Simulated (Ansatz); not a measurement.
# MgS (Fm-3m): how far a G0W0 gap depends on its settings

Aim: test how the G0W0 gap of MgS, database structure moves with the number of bands, the screening cutoff and the other choices.

The runs shown are made with Ansatz 0.2.0. G0W0, plane waves. (Simulation; spin polarisation is off.)

### Step 1. The system as given

The cell was relaxed beforehand with r2SCAN.

The symmetry is Fm-3m (No. 225, cubic); a = 5.203 Å in the conventional setting, 17.61 Å³ an atom. Around Mg lie 6 S at 2.60 Å; around S lie 6 Mg at 2.60 Å.

Structure file:

```cif
data_structure
_symmetry_space_group_name_H-M 'Fm-3m'
_symmetry_Int_Tables_number 225
_cell_length_a 5.2030
_cell_length_b 5.2030
_cell_length_c 5.2030
_cell_angle_alpha 90.000
_cell_angle_beta 90.000
_cell_angle_gamma 90.000
_cell_volume 140.85
loop_
_atom_site_label
_atom_site_type_symbol
_atom_site_symmetry_multiplicity
_atom_site_Wyckoff_symbol
_atom_site_fract_x
_atom_site_fract_y
_atom_site_fract_z
_atom_site_occupancy
Mg1 Mg 4 a 0.00000 0.00000 0.00000 1
S1 S 4 b 0.50000 0.00000 0.00000 1
```

### Step 2. 105 empty bands, 120 eV

input.yaml

```yaml
crystal:
  lattice:
    - [0.0, 2.6015176528, 2.6015176528]
    - [2.6015176528, 0.0, 2.6015176528]
    - [2.6015176528, 2.6015176528, 0.0]
  atoms:
    - { symbol: Mg, position: [0.0, 0.0, 0.0] }
    - { symbol: S, position: [0.5, 0.5, 0.5] }
kpoints:
  mp_grid: { grid: [6, 6, 6] }
hamiltonian:
  xc: pbe
scf:
  occupations: { method: fixed }
gw:
  n_empty_bands: 105
  ecut_chi: 120
  qp_bands: [v2, c2]
  qp_kpoints: band_edges
  screening: { model: contour_deformation }
```

### Step 3. 260 empty bands, 220 eV

input.yaml, as its differences from that of step 2:

```diff
@@ -15,4 +15,4 @@
 gw:
-  n_empty_bands: 105
-  ecut_chi: 120
+  n_empty_bands: 260
+  ecut_chi: 220
   qp_bands: [v2, c2]
```

### Step 4. 479 empty bands, 300 eV

input.yaml, as its differences from that of step 3:

```diff
@@ -15,4 +15,4 @@
 gw:
-  n_empty_bands: 260
-  ecut_chi: 220
+  n_empty_bands: 479
+  ecut_chi: 300
   qp_bands: [v2, c2]
```

### Step 5. Starting from HSE06

input.yaml, as its differences from that of step 4:

```diff
@@ -11,3 +11,3 @@
 hamiltonian:
-  xc: pbe
+  xc: hse06
 scf:
@@ -15,4 +15,4 @@
 gw:
-  n_empty_bands: 479
-  ecut_chi: 300
+  n_empty_bands: 260
+  ecut_chi: 220
   qp_bands: [v2, c2]
```

### Step 6. Starting from r2SCAN

input.yaml, as its differences from that of step 5:

```diff
@@ -11,3 +11,3 @@
 hamiltonian:
-  xc: hse06
+  xc: r2scan
 scf:
```

### Step 7. Starting from PBE0

input.yaml, as its differences from that of step 6:

```diff
@@ -11,3 +11,3 @@
 hamiltonian:
-  xc: r2scan
+  xc: pbe0
 scf:
```

### Step 8. A plasmon pole in place of the full frequency dependence

input.yaml, as its differences from that of step 7:

```diff
@@ -11,3 +11,3 @@
 hamiltonian:
-  xc: pbe0
+  xc: pbe
 scf:
@@ -19,2 +19,2 @@
   qp_kpoints: band_edges
-  screening: { model: contour_deformation }
+  screening: { model: godby_needs }
```

### Step 9. A finer mesh, 8×8×8

input.yaml, as its differences from that of step 8:

```diff
@@ -9,3 +9,3 @@
 kpoints:
-  mp_grid: { grid: [6, 6, 6] }
+  mp_grid: { grid: [8, 8, 8] }
 hamiltonian:
@@ -15,6 +15,6 @@
 gw:
-  n_empty_bands: 260
-  ecut_chi: 220
+  n_empty_bands: 57
+  ecut_chi: 80
   qp_bands: [v2, c2]
   qp_kpoints: band_edges
-  screening: { model: godby_needs }
+  screening: { model: contour_deformation }
```

### Step 10. Norm-conserving pseudopotentials

input.yaml, as its differences from that of step 9:

```diff
@@ -9,5 +9,6 @@
 kpoints:
-  mp_grid: { grid: [8, 8, 8] }
+  mp_grid: { grid: [6, 6, 6] }
 hamiltonian:
   xc: pbe
+  pseudopotentials: { kind: nc }
 scf:
@@ -15,4 +16,4 @@
 gw:
-  n_empty_bands: 57
-  ecut_chi: 80
+  n_empty_bands: 260
+  ecut_chi: 220
   qp_bands: [v2, c2]
```

What does the calculation give? Wanted: for each run, start; potentials; frequencies; empty bands; cutoff; Kohn-Sham gap; G0W0 gap.

As calculated:

```
 start  potentials  frequencies  empty bands  cutoff (eV)   mesh  Kohn-Sham gap (eV)  G0W0 gap (eV)
   PBE         PAW         full          105          120  6×6×6                2.79           4.14
   PBE         PAW         full          260          220  6×6×6                2.79           4.28
   PBE         PAW         full          479          300  6×6×6                2.79           4.33
 HSE06         PAW         full          260          220  6×6×6                3.80           4.77
r2SCAN         PAW         full          260          220  6×6×6                3.46           4.65
  PBE0         PAW         full          260          220  6×6×6                4.53           4.96
   PBE         PAW         pole          260          220  6×6×6                2.79           4.24
   PBE         PAW         full           57           80  8×8×8                2.79           4.04
   PBE          NC         full          260          220  6×6×6                2.79           4.24
```

Gaps are those on each run's own mesh.

**Reading.** With bands and cutoff raised together, from 105 bands at 120 eV to 479 at 300 eV, the gap moves by +0.18 eV, and on the last rung by +0.04 eV; extrapolated in 1/N from the last two rungs, the limit on this k mesh would lie near 4.4 eV. The starting point matters: against PBE, HSE06 gives +0.48 eV, r2SCAN gives +0.37 eV, PBE0 gives +0.68 eV. The plasmon pole changes the gap by -0.039 eV. Norm-conserving potentials change it by -0.039 eV.
